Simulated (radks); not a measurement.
**Pt²⁺ in [Xe] 4f14 5d8: an all-electron calculation**

What are the levels of the platinum ion Pt2+, how large are its shells, and how does its energy divide?

Program: radks (a radial shooting solver on a logarithmic mesh, Libxc functionals) version 1. Level of theory: Dirac Kohn-Sham, PBE, spin-unpolarised, spherical densities, finite nucleus; open shells are shared between the two j in proportion to 2j + 1. These are calculated values, not measurements, unless marked.

### Step 1. Starting point

* element: platinum (Z = 78)
* charge: +2
* electrons: 76
* configuration: [Xe] 4f14 5d8
* nuclear rms radius: 5.427 fm

Outer shells as boxes (Hund's rule):

Pt²⁺
```
[Xe] core
4f [↑↓][↑↓][↑↓][↑↓][↑↓][↑↓][↑↓]
5d [↑↓][↑↓][↑↓][↑ ][↑ ]
```

### Step 2. Self-consistent calculation

The run's settings:

```text
Z 78
configuration [Xe] 4f14 5d8 6s0 6p0
relativity Dirac
functional pbe,pbe
spin unpolarised
j_filling average
nucleus finite rms 5.427 fm
c 137.035999084
```

Q: Predict the outcome of this run.

As calculated:

| quantity | value |
| --- | --- |
| total energy | -18441.8073 hartree |
| exchange-correlation share of it | 1.93 % |
| −T/E | 1.1434 |
| highest occupied level | 5d5/2, -25.279 eV |
| most extended occupied level | 5d5/2, <r> = 1.58 bohr |
| radius at density 0.001 e/bohr³ | 3.57 bohr |
| maxima of the radial density | 4 |
| ionisation energy, NIST | 29 (theory) eV |

5 principal shells are occupied and 4 maxima appear in the radial density; where shells overlap, one shows as a shoulder or not at all. −T/E is 1.143: with relativity the kinetic term as defined here no longer equals −E. Minus the highest eigenvalue, 25.279 eV, is 87 % of the tabulated ionisation energy (29 eV); the potential of a semilocal functional falls off too fast, so its top eigenvalue is too shallow. Spin polarisation and multiplet splitting are left out. Sharing an open shell by 2j + 1 raises it above the true ground level by a part of the spin-orbit splitting, which enters the differences from NIST.
